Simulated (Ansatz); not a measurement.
Crystal: Ge2Sb2Te5.

```xyz
9
Lattice="4.2941 0.0000 0.0000 -2.1470 3.7188 0.0000 0.0000 0.0000 17.1013" Properties=species:S:1:pos:R:3 pbc="T T T"
Te    2.1470    1.2396    7.1807
Te    0.0000    2.4792    9.9206
Te    0.0000    2.4792    3.4466
Te    2.1470    1.2396   13.6547
Te    0.0000    0.0000    0.0000
Sb    0.0000    0.0000    5.4736
Sb    0.0000    0.0000   11.6278
Ge    2.1470    1.2396    1.7596
Ge    0.0000    2.4792   15.3417
```

The cell comes from a database or a generator and needn't be the stable form of this composition.

```yaml
Program: Ansatz 0.2.0
Task: relaxation of cell and atoms
Functional: PBEsol
Dispersion: D4
Potentials_or_basis: Ansatz PAW
Cutoff: "420 eV (not typed: the program's choice for these potentials)"
k_mesh: 7 × 7 × 2
Occupations: fermi-dirac, width 0.05 eV
Spin: no spin polarisation
```

At the start: volume 30.34 Å³/atom.

Task: Where does the relaxation end?

Result: It ends after 6 steps and the volume is 28.05 Å³/atom (-7.5 %); space group P-3m1 (No. 164, to 0.05 Å).

The path:
```csv
step,energy change (eV),largest force (eV/Å),volume (Å³)
1,0.0000,0.1315,273.09
2,-0.1486,0.3171,244.12
3,-0.2351,0.0295,254.69
4,-0.2384,0.0150,252.93
5,-0.2386,0.0034,252.49
6,-0.2347,0.0034,252.49
```

Final structure:
```
Te Sb Ge
1.0
     4.18529    0.00000    0.00000
    -2.09264    3.62457    0.00000
     0.00000    0.00000   16.64418
Te Sb Ge
5 2 2
Direct
  0.66667 0.33333 0.42271
  0.33333 0.66667 0.57729
  0.33333 0.66667 0.19931
  0.66667 0.33333 0.80069
  0.00000 0.00000 0.00000
  0.00000 0.00000 0.31892
  0.00000 0.00000 0.68108
  0.66667 0.33333 0.10078
  0.33333 0.66667 0.89922
```

Caveat: the plane-wave basis is chosen anew once the cell has moved, so the energies of steps on either side of that aren't comparable; pairwise dispersion overbinds metals, which lowers pressure and volume; the PAW data sets come from PBE, with cores solved anew for the run's functional, which leaves a small shift of forces and pressure.
